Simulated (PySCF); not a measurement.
# CoF₄: ligand-field states, part 1 of 3

Wanted: ligand-field states for CoF₄.

Computed with PySCF 2.14.0 and routines of our own; the level stands in each step. Atoms count from 0.

## 1. The starting structure

5 atoms, charge 0, states of the metal's open shell are computed; geometry from: model geometry, bond lengths from ionic radii.

## 2. Ligand-field states: state-averaged CASSCF

What the job is given:

```
{"job": {"kind": "lf", "basis": {"metal": "x2c-TZVPall", "ligand": "x2c-SVPall"}, "nevpt": true}, "charge": 0, "metal": "Co", "open_shell": "d5"}
Co     0.000000     0.000000     0.000000
F      0.987269     0.987269     0.987269
F     -0.987269    -0.987269     0.987269
F     -0.987269     0.987269    -0.987269
F      0.987269    -0.987269    -0.987269
```

Level: state-averaged CASSCF of the metal d shell, SC-NEVPT2 on the averaged canonical orbitals, state-interaction spin-orbit coupling.

Command:

```sh
$ OMP_NUM_THREADS=1 python lf_run.py task.json out
```

The driver reads the jobs from task.json and runs them one after another.

Standard output:

```text
basis functions 104, electrons 63, active (5e, 5o)
stage 1: DIIS on the effective Fock matrix, level shift 0.30
cycle   1  E = -1781.1157998011  dE = -1.781e+03  max|g| = 3.294e+00
cycle   2  E = -1786.8667039994  dE = -5.751e+00  max|g| = 1.980e+00
cycle   3  E = -1789.0521556321  dE = -2.185e+00  max|g| = 8.282e-01
cycle   4  E = -1787.8682963431  dE =  1.184e+00  max|g| = 7.915e-01
cycle   5  E = -1786.4926796961  dE =  1.376e+00  max|g| = 1.341e+00
cycle   6  E = -1788.6496142419  dE = -2.157e+00  max|g| = 1.812e-01
cycle   7  E = -1787.9441954126  dE =  7.054e-01  max|g| = 7.650e-01
cycle   8  E = -1788.5390632975  dE = -5.949e-01  max|g| = 3.480e-01
cycle   9  E = -1788.4632355675  dE =  7.583e-02  max|g| = 4.269e-01
cycle  10  E = -1788.4436409249  dE =  1.959e-02  max|g| = 4.483e-01
cycle  11  E = -1788.4202764938  dE =  2.336e-02  max|g| = 4.651e-01
cycle  12  E = -1788.3939019970  dE =  2.637e-02  max|g| = 4.810e-01
cycle  13  E = -1788.3948451729  dE = -9.432e-04  max|g| = 4.770e-01
cycle  14  E = -1788.4048625138  dE = -1.002e-02  max|g| = 4.702e-01
cycle  15  E = -1788.4443069071  dE = -3.944e-02  max|g| = 4.323e-01
stage 2: quasi-Newton rotations from the point of smallest gradient
cycle  17  E = -1788.9520664764  dE = -3.025e-01  max|g| = 2.808e-01
cycle  18  E = -1789.2641021821  dE = -3.120e-01  max|g| = 1.031e-01
cycle  20  E = -1789.3135375996  dE = -4.944e-02  max|g| = 9.260e-02
cycle  22  E = -1789.3213128026  dE = -7.775e-03  max|g| = 3.421e-02
cycle  23  E = -1789.3239462892  dE = -2.633e-03  max|g| = 1.142e-02
cycle  24  E = -1789.3241402233  dE = -1.939e-04  max|g| = 6.268e-03
cycle  25  E = -1789.3241656717  dE = -2.545e-05  max|g| = 1.350e-03
cycle  26  E = -1789.3241694107  dE = -3.739e-06  max|g| = 3.810e-04
cycle  27  E = -1789.3241699174  dE = -5.067e-07  max|g| = 1.227e-04
cycle  28  E = -1789.3241699438  dE = -2.645e-08  max|g| = 3.105e-05
cycle  29  E = -1789.3241699451  dE = -1.284e-09  max|g| = 6.155e-06
converged average energy = -1789.3241699451

 mult deg   label        CASSCF/cm-1   NEVPT2/cm-1
   6   1   6A1                 0.0           0.0
   2   3   2T2             30423.7       12215.6
   4   3   4T1             22899.4       12455.8
   4   3   4T2             26492.2       19409.7
   2   1   2A2             34619.2       23619.8
   4   3   4T2             33347.0       24540.5
   4   2   4E              30494.2       25982.9
   2   3   2T1             36535.5       26065.0
   4   1   4A1             29664.1       26361.5
   2   3   2T2             38057.0       27580.4
   2   2   2E              38217.8       28112.9
   4   2   4E              38136.8       31616.4
   2   3   2T1             45094.3       33317.8
   2   2   2E              44853.4       35648.7
   4   3   4T1             40762.7       36636.7
   2   3   2T2             43982.9       36930.8
   2   1   2A1             42119.3       37528.5
   2   1   2A1             50065.6       39111.0
   2   3   2T2             49050.2       39483.1
   2   3   2T2             53949.0       41934.3
   4   3   4T1             51116.1       43284.3
   2   2   2E              53184.1       43883.1
   2   3   2T1             51968.0       43945.3
   4   1   4A2             52013.9       44175.3
   2   3   2T1             53518.8       45841.5
   2   1   2A2             53279.1       47457.7
   2   1   2A1             63053.0       49916.9
   4   3   4T2             55672.6       50316.8
   2   2   2E              57984.8       50587.9
   2   3   2T1             59428.8       51432.5
   2   3   2T2             58937.0       52194.0
   2   1   2A2             61500.4       53600.4
   2   3   2T1             60299.4       54565.5
   2   2   2E              71025.9       58042.9
   2   3   2T2             74113.0       60775.1
   2   2   2E              79235.3       62835.9
   2   3   2T1             79194.3       65070.6
   2   3   2T2             68023.8       65324.1
   2   1   2A1             80954.9       68644.1
   2   3   2T2             82256.0       69428.7
   2   3   2T1             96858.0       75677.6
   2   2   2E             105977.0       82048.1
   2   3   2T2            105811.0       84444.4

spin-orbit levels / cm-1
      0.00  x2  6A1 1.00
      0.08  x4  6A1 1.00
  11624.47  x4  2T2 0.71 4T1 0.29
  11851.80  x2  4T1 0.55 2T2 0.44
  12445.93  x2  4T1 1.00
  12473.02  x4  4T1 1.00
  12884.03  x4  4T1 0.71 2T2 0.28
  13398.67  x2  2T2 0.55 4T1 0.44
  19306.03  x2  4T2 1.00
  19308.63  x4  4T2 1.00
  19525.85  x4  4T2 0.99
  19588.49  x2  4T2 0.98
  23489.76  x2  2A2 0.71 4T2 0.28
  24379.86  x2  4T2 0.72 2A2 0.27
  24391.39  x4  4T2 0.99
  24797.53  x4  4T2 0.99
  24813.03  x2  4T2 0.99
  25564.17  x2  2T1 0.61 4E 0.39
  25712.00  x4  2T1 0.44 4E 0.38 4A1 0.18
  25880.39  x2  4E 0.92 2T2 0.07
  26075.16  x4  4E 0.55 4A1 0.25 2T1 0.15
```

Run time: 18 s. Hardware: 1 thread of Arm Neoverse N1, shared host; peak memory 0.26 GiB.

Warnings kept with the result: strongly covalent, metal-shell active space is small for this complex.

Key values:

| quantity | value |
| --- | --- |
| spin-orbit constant ζ | 490 cm⁻¹ |

Powder susceptibility:

| T (K) | χT (cm³ K/mol) | μ(eff) |
| --- | --- | --- |
| 2 | 4.377 | 5.92 |
| 5 | 4.378 | 5.92 |
| 10 | 4.378 | 5.92 |
| 20 | 4.378 | 5.92 |
| 30 | 4.378 | 5.92 |
| 50 | 4.378 | 5.92 |
| 75 | 4.378 | 5.92 |
| 100 | 4.378 | 5.92 |
| 150 | 4.378 | 5.92 |
| 200 | 4.378 | 5.92 |
| 250 | 4.378 | 5.92 |
| 300 | 4.378 | 5.92 |

## 3. Ligand-field states: state-averaged CASSCF (angle to the S4 axis at 45°)

What the job is given:

```
{"job": {"kind": "lf", "basis": {"metal": "x2c-TZVPall", "ligand": "x2c-SVPall"}, "nevpt": true, "reuse": true}, "charge": 0, "metal": "Co", "open_shell": "d5"}
Co     0.000000     0.000000     0.000000
F      0.855000     0.855000     1.209153
F     -0.855000    -0.855000     1.209153
F     -0.855000     0.855000    -1.209153
F      0.855000    -0.855000    -1.209153
```

Method: state-averaged CASSCF of the metal d shell, SC-NEVPT2 on the averaged canonical orbitals, state-interaction spin-orbit coupling.

Standard output:

```text
basis functions 104, electrons 63, active (5e, 5o)
start from the orbitals of the previous structure
stage 1: DIIS on the effective Fock matrix, level shift 0.30
cycle   1  E = -1787.2566515909  dE = -1.787e+03  max|g| = 2.095e+00
cycle   2  E = -1789.1001306676  dE = -1.843e+00  max|g| = 4.364e-01
cycle   3  E = -1789.2352185009  dE = -1.351e-01  max|g| = 2.471e-01
cycle   4  E = -1788.4535920002  dE =  7.816e-01  max|g| = 9.123e-01
cycle   5  E = -1787.1338260208  dE =  1.320e+00  max|g| = 1.544e+00
cycle   6  E = -1785.4700018160  dE =  1.664e+00  max|g| = 2.227e+00
cycle   7  E = -1783.8584037021  dE =  1.612e+00  max|g| = 2.642e+00
cycle   8  E = -1783.7298255117  dE =  1.286e-01  max|g| = 2.668e+00
cycle   9  E = -1783.7939912521  dE = -6.417e-02  max|g| = 2.683e+00
cycle  10  E = -1783.9745032586  dE = -1.805e-01  max|g| = 2.650e+00
cycle  11  E = -1784.2593751241  dE = -2.849e-01  max|g| = 2.570e+00
cycle  12  E = -1784.6303962464  dE = -3.710e-01  max|g| = 2.459e+00
cycle  13  E = -1784.9157557059  dE = -2.854e-01  max|g| = 2.357e+00
cycle  14  E = -1786.8501475953  dE = -1.934e+00  max|g| = 1.439e+00
cycle  15  E = -1788.9321161325  dE = -2.082e+00  max|g| = 3.489e-01
stage 2: quasi-Newton rotations from the point of smallest gradient
cycle  18  E = -1789.2830302281  dE = -4.781e-02  max|g| = 7.867e-02
cycle  19  E = -1789.3008391747  dE = -1.781e-02  max|g| = 3.115e-02
cycle  20  E = -1789.3024704652  dE = -1.631e-03  max|g| = 9.422e-03
cycle  21  E = -1789.3026286922  dE = -1.582e-04  max|g| = 2.470e-03
cycle  22  E = -1789.3026430024  dE = -1.431e-05  max|g| = 6.500e-04
cycle  23  E = -1789.3026442143  dE = -1.212e-06  max|g| = 3.058e-04
cycle  24  E = -1789.3026443262  dE = -1.119e-07  max|g| = 6.978e-05
cycle  25  E = -1789.3026443341  dE = -7.903e-09  max|g| = 2.513e-05
cycle  26  E = -1789.3026443349  dE = -8.092e-10  max|g| = 5.910e-06
converged average energy = -1789.3026443349

 mult deg   label        CASSCF/cm-1   NEVPT2/cm-1
   6   1   6A1                 0.0           0.0
   2   1   2B2             25969.7        2322.7
   4   2   4E              20451.7        7679.7
   2   1   2B1             28883.0       10784.2
   4   2   4E              22909.6       13185.4
   2   2   2E              32202.8       16041.4
   4   2   4E              28776.9       17017.1
   4   1   4A2             26795.4       19218.4
   2   2   2E              34504.9       20798.6
   2   1   2A1             36474.9       23396.0
   4   1   4B2             27851.5       23864.9
   2   2   2E              35588.1       23883.0
   4   1   4B1             29814.8       25171.1
   2   2   2E              39410.0       26029.5
   4   1   4A1             30483.5       26115.9
   4   1   4A1             29561.6       26144.6
   4   1   4B2             36803.7       29314.4
   2   2   2E              41177.9       29577.8
   4   1   4B1             37595.1       30611.0
   4   1   4A1             37648.3       31343.3
   2   1   2B1             39358.1       31792.0
   2   2   2E              44646.2       32772.4
   2   1   2A2             40017.5       32795.6
   2   1   2B2             40236.4       33355.5
   4   1   4A2             37310.1       33449.8
   2   1   2A1             46069.4       35439.3
   2   2   2E              50018.5       36043.1
   2   1   2B2             43889.3       36540.4
   2   1   2B1             44995.3       36850.9
   2   1   2A1             47022.2       36981.5
   2   1   2A1             42086.8       37897.6
   2   2   2E              52798.1       38258.1
   4   1   4A2             49038.5       38956.7
   2   1   2A2             48396.5       39597.1
   2   1   2A2             50747.3       42196.2
   2   1   2B2             50718.0       42224.0
   4   1   4B2             50785.9       42455.4
   4   2   4E              44892.7       43389.8
   2   1   2B1             50467.0       44388.6
   2   1   2B1             53274.3       44931.4
   4   1   4B1             52857.9       45017.4
   2   1   2A1             52998.8       45106.5
   2   1   2A1             54584.7       45628.3
   2   1   2A2             53787.4       46650.5
   2   1   2B2             53576.6       46872.9
   2   1   2B2             57332.6       46913.6
   2   1   2A2             58322.6       47288.1
   2   1   2B1             57672.0       47351.5
   4   2   4E              54329.7       47527.1
   2   1   2A2             55896.5       49505.1
   2   1   2A1             62102.4       50038.5
   2   2   2E              55734.4       50167.8
   4   2   4E              59198.3       54833.9
   2   2   2E              59946.5       56592.6
   2   1   2A1             71938.5       57136.4
   2   2   2E              61793.3       57678.7
   2   1   2B2             71810.3       58432.1
   2   1   2B1             67180.6       59136.6
   2   1   2B1             70859.4       59751.6
   2   1   2B2             68834.7       60415.5

spin-orbit levels / cm-1
      0.00  x2  6A1 0.99
     15.39  x2  6A1 0.99
     22.75  x2  6A1 1.00
   2257.21  x2  2B2 0.98
   7655.11  x2  4E 0.98
   7748.84  x2  4E 0.98
   7779.70  x2  4E 0.99
   7875.24  x2  4E 1.00
  10759.58  x2  2B1 0.94 4E 0.04
  13014.53  x2  4E 1.00
  13130.88  x2  4E 0.99
  13308.99  x2  4E 0.99
  13581.93  x2  4E 0.96 2B1 0.04
  15900.68  x2  2E 0.96
  16148.05  x2  2E 0.92 4E 0.04
  16773.54  x2  4E 1.00
  16972.88  x2  4E 0.95 2E 0.05
  17169.00  x2  4E 0.97
  17405.65  x2  4E 0.99
  19320.32  x2  4A2 0.97
  19327.34  x2  4A2 0.96
  20630.69  x2  2E 0.98
  21038.09  x2  2E 0.97
  23415.48  x2  2A1 0.86 2E 0.09 4B2 0.04
  23680.01  x2  2E 0.67 4B2 0.31
  23731.03  x2  4B2 0.58 2E 0.30 2A1 0.12
  23993.02  x2  4B2 0.69 2E 0.29
  24223.53  x2  2E 0.58 4B2 0.37
  25218.96  x2  4B1 0.99
  25246.33  x2  4B1 0.95
```

Wall time 11 s (1 thread of Arm Neoverse N1, shared host); peak memory 0.25 GiB.

Warnings kept with the result: strongly covalent, metal-shell active space is small for this complex.

From this job:

| quantity | value |
| --- | --- |
| spin-orbit constant ζ | 489 cm⁻¹ |

Powder susceptibility:

| T (K) | χT (cm³ K/mol) | μ(eff) |
| --- | --- | --- |
| 2 | 3.337 | 5.17 |
| 20 | 4.252 | 5.83 |
| 100 | 4.364 | 5.91 |
| 300 | 4.369 | 5.91 |

## 4. Ligand-field states: state-averaged CASSCF (angle to the S4 axis at 50°)

What the job is given:

```
{"job": {"kind": "lf", "basis": {"metal": "x2c-TZVPall", "ligand": "x2c-SVPall"}, "nevpt": true, "reuse": true}, "charge": 0, "metal": "Co", "open_shell": "d5"}
Co     0.000000     0.000000     0.000000
F      0.926265     0.926265     1.099167
F     -0.926265    -0.926265     1.099167
F     -0.926265     0.926265    -1.099167
F      0.926265    -0.926265    -1.099167
```

Level: state-averaged CASSCF of the metal d shell, SC-NEVPT2 on the averaged canonical orbitals, state-interaction spin-orbit coupling.

Standard output:

```text
basis functions 104, electrons 63, active (5e, 5o)
start from the orbitals of the previous structure
stage 1: DIIS on the effective Fock matrix, level shift 0.30
cycle   1  E = -1788.7016307312  dE = -1.789e+03  max|g| = 1.240e+00
cycle   2  E = -1789.2681079295  dE = -5.665e-01  max|g| = 2.634e-01
cycle   3  E = -1789.3014098136  dE = -3.330e-02  max|g| = 7.938e-02
cycle   4  E = -1789.1615113601  dE =  1.399e-01  max|g| = 4.649e-01
cycle   5  E = -1788.6606177578  dE =  5.009e-01  max|g| = 8.955e-01
cycle   6  E = -1787.3959038621  dE =  1.265e+00  max|g| = 1.434e+00
cycle   7  E = -1785.9491856467  dE =  1.447e+00  max|g| = 1.890e+00
cycle   8  E = -1784.9671958551  dE =  9.820e-01  max|g| = 2.278e+00
cycle   9  E = -1784.3436778804  dE =  6.235e-01  max|g| = 2.519e+00
cycle  10  E = -1784.0386388775  dE =  3.050e-01  max|g| = 2.643e+00
cycle  11  E = -1783.8870508674  dE =  1.516e-01  max|g| = 2.709e+00
cycle  12  E = -1783.8098943034  dE =  7.716e-02  max|g| = 2.735e+00
cycle  13  E = -1783.7408652789  dE =  6.903e-02  max|g| = 2.781e+00
cycle  14  E = -1784.5974660554  dE = -8.566e-01  max|g| = 2.350e+00
cycle  15  E = -1785.3263794939  dE = -7.289e-01  max|g| = 2.009e+00
stage 2: quasi-Newton rotations from the point of smallest gradient
cycle  18  E = -1789.3110795894  dE = -9.670e-03  max|g| = 4.916e-02
cycle  19  E = -1789.3189510294  dE = -7.871e-03  max|g| = 3.326e-02
cycle  20  E = -1789.3196300955  dE = -6.791e-04  max|g| = 4.642e-03
cycle  21  E = -1789.3196634386  dE = -3.334e-05  max|g| = 1.045e-03
cycle  22  E = -1789.3196674347  dE = -3.996e-06  max|g| = 5.051e-04
cycle  23  E = -1789.3196677445  dE = -3.098e-07  max|g| = 1.399e-04
cycle  24  E = -1789.3196677955  dE = -5.105e-08  max|g| = 2.083e-05
cycle  25  E = -1789.3196677974  dE = -1.866e-09  max|g| = 1.331e-05
cycle  26  E = -1789.3196677976  dE = -2.183e-10  max|g| = 3.894e-06
converged average energy = -1789.3196677976

 mult deg   label        CASSCF/cm-1   NEVPT2/cm-1
   6   1   6A1                 0.0           0.0
   2   1   2B2             28115.8        7681.5
   4   2   4E              21760.5       10465.9
   2   2   2E              31508.0       14193.3
   4   1   4A2             24979.6       15820.4
   4   2   4E              25023.7       16566.2
   2   1   2B1             32481.7       18920.6
   4   2   4E              31478.6       21976.5
   4   1   4B2             27733.5       22919.8
   2   2   2E              35447.1       24012.6
   4   1   4B1             30284.0       25685.8
   2   2   2E              37039.6       25893.9
   4   1   4A1             30544.9       26120.7
   4   1   4B2             35216.3       26200.1
   4   1   4A1             29644.2       26322.7
   2   1   2B1             38326.8       28931.6
   2   1   2A1             38547.5       29029.6
   2   1   2A2             38519.8       29513.2
   2   1   2B2             39407.5       30711.1
   4   1   4B1             38072.8       31385.0
   4   1   4A1             37957.6       31526.4
   2   2   2E              42382.1       31993.2
   2   2   2E              43362.4       32912.5
   2   1   2A1             45329.5       34876.6
   4   1   4A2             39127.8       35425.6
   2   1   2B1             44821.9       36440.4
   2   2   2E              47367.9       36686.7
   2   1   2B2             43996.2       36916.6
   2   1   2A2             47499.5       37397.4
   2   1   2A1             42148.9       37642.2
   2   1   2A1             48980.7       37961.8
   4   2   4E              42533.0       39246.5
   2   2   2E              51929.1       40555.7
   4   1   4A2             50043.2       40990.7
   2   1   2B2             50177.4       41694.8
   2   2   2E              54157.7       42529.3
   2   1   2A2             51303.9       42861.3
   2   1   2A1             53491.3       43731.6
   4   1   4B1             52224.1       44437.4
   4   2   4E              52238.5       44897.8
   2   1   2B2             54834.8       45052.5
   2   1   2B1             53533.4       45353.6
   4   1   4B2             52594.5       45940.3
   2   1   2B1             52226.4       45966.8
   2   2   2E              53368.3       46424.0
   2   1   2A2             53913.5       46489.8
   2   1   2A2             58755.7       48243.6
   2   1   2A1             55669.9       48690.4
   2   1   2B2             57422.7       48920.6
   2   1   2B1             58532.2       49439.5
   2   1   2A1             62876.2       50261.5
   2   2   2E              58794.1       52590.4
   4   2   4E              57423.8       52598.5
   2   1   2A2             57753.4       53297.9
   2   2   2E              62817.8       55708.5
   2   2   2E              60709.4       56389.0
   2   1   2B1             63617.1       56497.1
   2   1   2A1             71169.4       57143.4
   2   1   2B1             71094.1       58934.1
   2   1   2B2             72810.8       59273.2

spin-orbit levels / cm-1
      0.00  x2  6A1 1.00
      6.04  x2  6A1 1.00
      9.09  x2  6A1 1.00
   7532.19  x2  2B2 0.95 4E 0.05
  10468.77  x2  4E 0.99
  10474.03  x2  4E 0.98
  10548.40  x2  4E 1.00
  10634.08  x2  4E 0.94 2B2 0.05
  13966.46  x2  2E 0.94 4A2 0.03
  14283.48  x2  2E 0.87 4A2 0.11
  15904.90  x2  4A2 0.93 2E 0.03 4E 0.03
  16047.33  x2  4A2 0.88 2E 0.11
  16424.81  x2  4E 0.98
  16555.49  x2  4E 0.98
  16632.77  x2  4E 0.96
  16748.64  x2  4E 0.98
  19033.50  x2  2B1 0.93 4E 0.04
  21671.47  x2  4E 0.98
  21881.86  x2  4E 0.99
  22127.13  x2  4E 0.99
  22408.37  x2  4E 1.00
  22934.72  x2  4B2 0.99
  22940.97  x2  4B2 0.99
  23818.43  x2  2E 0.95 4B1 0.03
  24071.12  x2  2E 0.94 4A1 0.03
  25519.17  x2  2E 0.54 4A1 0.26 4B1 0.19
  25594.75  x2  4B1 0.56 2E 0.32 4A1 0.07
  25764.46  x2  4B1 0.78 2E 0.11 4A1 0.09
  25979.49  x2  4A1 0.39 4B1 0.33 2E 0.24
  26219.07  x2  4B2 0.98
```

It took 11 s on 1 thread of Arm Neoverse N1, shared host; peak memory 0.25 GiB.

Warnings kept with the result: strongly covalent, metal-shell active space is small for this complex.

From this job:

| quantity | value |
| --- | --- |
| spin-orbit constant ζ | 490 cm⁻¹ |

Powder susceptibility:

| T (K) | χT (cm³ K/mol) | μ(eff) |
| --- | --- | --- |
| 2 | 3.679 | 5.42 |
| 20 | 4.357 | 5.90 |
| 100 | 4.376 | 5.92 |
| 300 | 4.377 | 5.92 |

(Continued in part 2 of 3.)
